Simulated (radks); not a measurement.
# Sr³⁺ in [Ar] 3d9 4s2 4p5 5s1: an all-electron calculation

The task here is to estimate one member of a computed series from the others.

The numbers are computed with radks (a radial shooting solver on a logarithmic mesh, Libxc functionals) version 1 (scalar-relativistic Kohn-Sham, exchange-only LDA, spin-unpolarised, spherical densities, point nucleus), except any that are marked as measured or tabulated.

### The system

* element: strontium (Z = 38)
* charge: +3
* electrons: 35
* configuration: [Ar] 3d9 4s2 4p5 5s1

Outer shells as boxes (Hund's rule):

Sr³⁺
```
[Ar] core
3d [↑↓][↑↓][↑↓][↑↓][↑ ]
4s [↑↓]
4p [↑↓][↑↓][↑ ]
5s [↑ ]
```

The first run:

The run's settings:

```text
Z 38
configuration [Ar] 3d9 4s2 4p5 5s1
relativity scalar-relativistic
functional lda,
spin unpolarised
nucleus point
c 137.035999084
```

Among the steps run: Self-consistent calculation.

One table of the session follows, with a row left open; its other results are not shown here.

It belongs to the step «Orbitals and density». Radial moments (bohr):

```
level      <r>  outermost maximum (interpolated)  90 % within  nodes
   1s  0.03921                            0.0256       0.0702      0
   2s   0.1727                             0.145        0.267      1
   2p   0.1505                             0.116        0.245      0
   3s   0.4889                             0.434        0.724      2
   3p   0.4933                             0.428        0.748      1
   3d   0.4857                             0.371        0.783      0
   4s    1.272                              1.14         1.85      3
   4p        ?                                 ?            ?      ?
   5s    2.992                              2.78         4.25      4
```

**Question.** Estimate the row for 4p.

The run gave: <r>: 1.414; outermost maximum (interpolated): 1.24; 90 % within: 2.08; nodes: 2. In the column «<r>» it lies between 4s (1.272) and 5s (2.992).
